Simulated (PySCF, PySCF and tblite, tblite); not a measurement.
# C8H10: a path driven as a shift of bonds, and NMR exchange

An exercise on one series of results from a longer session: the logs are not shown, and one member is left open.

Computed with tblite 0.8.0 (tight binding) and PySCF 2.14.0 (DFT, with response routines of our own); each step states its level. Atoms count from 0 throughout.

## The molecule as given

18 atoms, charge 0, multiplicity 1; geometry from: force field or distance geometry start.

Bonds of the start (Å): C0–C1 1.52, C0–H10 1.09, C0–H8 1.09, C0–H9 1.09, C1–C2 1.33, C1–C7 1.45, C2–C3 1.45, C2–H11 1.08, C3–C4 1.35, C3–H12 1.09, C4–C5 1.50, C4–H13 1.08, C5–C6 1.50, C5–H14 1.09, C5–H15 1.10, C6–C7 1.35, C6–H16 1.09, C7–H17 1.09.

The first run:

What the job is given:

```
{"job": {"xc": "GFN2-xTB", "basis": "xTB", "kind": "relax"}, "charge": 0, "multiplicity": 1}
C      2.528500    -0.403100    -0.370100
C      1.089300    -0.043700    -0.036800
C      0.644000     1.195600    -0.228200
C     -0.676700     1.733200     0.053900
C     -1.829000     1.039900     0.079200
C     -2.033500    -0.430400    -0.132400
C     -0.993300    -1.321100     0.480000
C      0.339200    -1.137500     0.552400
H      3.064600     0.439800    -0.812900
H      2.544700    -1.225300    -1.086500
H      3.066100    -0.706000     0.527100
H      1.310600     1.939800    -0.645100
H     -0.717700     2.803400     0.232800
H     -2.737900     1.606700     0.239500
H     -2.151300    -0.648800    -1.192700
H     -2.988600    -0.683300     0.356700
H     -1.389100    -2.234700     0.927000
H      0.921100    -1.918200     1.044500
```

On the command line:

```console
$ OMP_NUM_THREADS=1 python ens_run.py task.json out
```

This one command runs the whole study; its stages follow in the order run.

Steps of the session up to this table: GFN2-xTB relaxation, start minimum; Relaxed scan, to the middle; Relaxed scan, from the middle, back; Relaxed scan, from the middle, on; Nudged elastic band, leg 1; Saddle search, leg 1; DFT refinement, start: B3LYP-D3(BJ)/def2-SVP; DFT refinement, end: B3LYP-D3(BJ)/def2-SVP; Shieldings, start: BHandHLYP/pcSseg-1 in chloroform; Shieldings, saddle of leg 1: BHandHLYP/pcSseg-1 in chloroform; Shieldings, end: BHandHLYP/pcSseg-1 in chloroform; Barriers, rates and exchange; Shieldings, start: BP86/pcSseg-1 in chloroform; Single-point energy, saddle of leg 1: BP86/pcSseg-1 in chloroform; Shieldings, end: BP86/pcSseg-1 in chloroform; Second level: BP86/pcSseg-1 + D3(BJ), IEF-PCM chloroform.

One table of the session follows, with a row left open; its other results are not shown here.

Barriers by level (kcal/mol; entropies in cal/(mol K)). Zero-point and thermal terms come from xTB in every row. ΔG‡ leaves symmetry out; the rate counts one path; effective ΔG‡, where given, is the barrier that would give that rate by Eyring's equation alone:

```
                                          level    ΔE‡  with zero-point    ΔH‡  ΔG‡ (298 K)  ΔE of reaction
                                       GFN2-xTB      ?                ?      ?            ?               ?
                          B3LYP-D3(BJ)/def2-SVP  39.00            35.97  35.55        36.44            1.16
BHandHLYP/pcSseg-1 + D3(BJ), IEF-PCM chloroform  44.59            41.56  41.14        42.03            0.92
     BP86/pcSseg-1 + D3(BJ), IEF-PCM chloroform  33.55            30.52  30.10        30.99            1.03
```

Estimate the missing values for GFN2-xTB.

As computed: ΔE‡: 31.65; with zero-point: 28.62; ΔH‡: 28.20; ΔG‡ (298 K): 29.09; ΔE of reaction: 2.26. In the column «ΔE‡» it is the lowest.

Caveats from the session: The moving atom is hydrogen and the barrier is narrow, so tunnelling, which is left out, should speed the exchange.
